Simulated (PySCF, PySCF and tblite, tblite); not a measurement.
# [GeH5]- (GeH5−): a path driven as pseudorotation, and NMR exchange

The task here is to estimate one member of a computed series from the others.

Computed with tblite 0.8.0 (tight binding) and PySCF 2.14.0 (DFT, with response routines of our own); each step states its level. Atoms count from 0 throughout.

### The starting structure

6 atoms, charge -1, multiplicity 1; geometry from: force field or distance geometry start.

Bonds of the start (Å): Ge0–H1 1.75, Ge0–H2 1.78, Ge0–H3 1.51, Ge0–H4 1.52, Ge0–H5 1.52.

The first run:

The job: settings as JSON, then the geometry in Å.

```
{"job": {"xc": "GFN2-xTB", "basis": "xTB", "kind": "relax"}, "charge": -1, "multiplicity": 1}
Ge     0.008300    -0.004100     0.003900
H     -0.028800    -0.001400     1.757200
H      0.030700     0.005600    -1.773300
H      1.513700     0.018300     0.005400
H     -0.768700     1.302200     0.005700
H     -0.752000    -1.318600    -0.020500
```

The run is started by

```console
$ OMP_NUM_THREADS=1 python ens_run.py task.json out
```

The driver reads the study from task.json and runs its stages one after another.

Among the steps run: GFN2-xTB relaxation, start minimum; Relaxed scan, berry; Nudged elastic band, leg 1; Saddle search, leg 1; DFT refinement, start: PBE0-D3(BJ)/def2-TZVP; Shieldings, start: PBE0/pcSseg-2; Shieldings, saddle of leg 1: PBE0/pcSseg-2; Kinetics and line shapes; Shieldings, start: PBE0/def2-SVP; Single-point energy, saddle of leg 1: PBE0/def2-SVP; Second level: PBE0/def2-SVP + D3(BJ).

One table of the session follows, with a row left open; its other results are not shown here.

Barriers by level (kcal/mol; entropies in cal/(mol K)). Zero-point and thermal terms come from xTB in every row. ΔG‡ leaves symmetry out; the rate counts equivalent paths (a factor of 3); effective ΔG‡, where given, is the barrier that would give that rate by Eyring's equation alone:

| level | ΔE‡ | with zero-point | ΔH‡ | ΔG‡ (298 K) | k at 298 K (1/s) |
| --- | --- | --- | --- | --- | --- |
| GFN2-xTB | 3.25 | 2.83 | 2.36 | 3.15 | 9.1e+10 |
| PBE0-D3(BJ)/def2-TZVP | 2.57 | 2.16 | 1.68 | 2.47 | 2.9e+11 |
| PBE0/pcSseg-2 + D3(BJ) | 2.66 | 2.24 | 1.77 | 2.56 | 2.5e+11 |
| PBE0/def2-SVP + D3(BJ) | ? | ? | ? | ? | ? |

**Question.** Estimate the row for PBE0/def2-SVP + D3(BJ).

**Answer.** ΔE‡: 2.38; with zero-point: 1.97; ΔH‡: 1.49; ΔG‡ (298 K): 2.28; k at 298 K (1/s): 4e+11. In the column «ΔE‡» it is the lowest.
